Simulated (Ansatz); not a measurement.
Working through a rigid scan of one bond angle of CH₅AlO₂, SMILES C[O][AlH][OH]

Program: the Python package of Ansatz (0.2.0).

Run as a notebook:

In [1]:
```python
from dataclasses import dataclass
import warnings

import ansatz as az
from ase import Atoms
```

In [2]:
```python
@dataclass
class RunConfig:
    basis: str = 'def2-SVP'
    functional: str = 'pbe0'
    fmax: float = 0.02
    level: str = 'mp2'
```

In [3]:
```python
opts = RunConfig()
```

In [4]:
```python
warnings.simplefilter('ignore', az.DeckWarning)
```

In [5]:
```python
atoms = Atoms(['C', 'O', 'Al', 'O', 'H', 'H', 'H', 'H', 'H'], positions=[
    [-1.1782, 0.4907, 0.5692],
    [-0.1774, 1.1904, -0.099],
    [0.9077, -0.0563, -0.9073],
    [2.42, -0.7526, 0.0472],
    [-1.8786, 1.2918, 1.009],
    [-1.8511, -0.0264, -0.1617],
    [-0.8204, -0.121, 1.3744],
    [0.698, -0.5235, -2.3958],
    [1.9685, -1.5394, 0.5468],
])
```

In [6]:
```python
# relax first, so that the scan starts from a minimum
first = (
    az.Crystal.molecule_from_ase(atoms).calculation()
    .basis(gaussian=opts.basis)
    .functional(opts.functional)
    .relax(force_tolerance=opts.fmax, max_steps=80)
)
atoms.positions = first.run(threads=1).report['positions_ang']
```

In [7]:
```python
rows = []
for angle in [85, 95, 105, 115, 125, 140, 160]:
    bent = atoms.copy()
    bent.set_angle(0, 1, 2, angle, indices=[2, 3, 7, 8])
    job = (
        az.Crystal.molecule_from_ase(bent).calculation()
        .basis(gaussian=opts.basis)
        .correlation(opts.level)
    )
    rows.append((angle, job.run(threads=1).report['free_energy_ev']))
floor = min(e for _, e in rows)
for angle, e in rows:
    print(f'angle C0-O1-Al2 = {angle:3d} deg   {1000 * (e - floor):9.1f} meV')
```
```text
angle C0-O1-Al2 =  85 deg      2612.4 meV
angle C0-O1-Al2 =  95 deg      1160.7 meV
angle C0-O1-Al2 = 105 deg       480.7 meV
angle C0-O1-Al2 = 115 deg       185.3 meV
angle C0-O1-Al2 = 125 deg        58.7 meV
angle C0-O1-Al2 = 140 deg         0.0 meV
angle C0-O1-Al2 = 160 deg        17.9 meV
```

What to keep in mind:
- These settings explore the input space; basis and method may be short of convergence.
- The scan is rigid, and the energies are electronic, in a modest basis. The zero is the lowest point of the grid, which needn't be the minimum.
- The start is relaxed with a density functional and scanned with the wavefunction method, so it isn't exactly that method's minimum.
- The whole script took 81 s on 1 thread of Arm Neoverse V1, on a shared host, peak memory 0.22 GiB.

(Lines on the test bed's own set-up are left out of the output.)
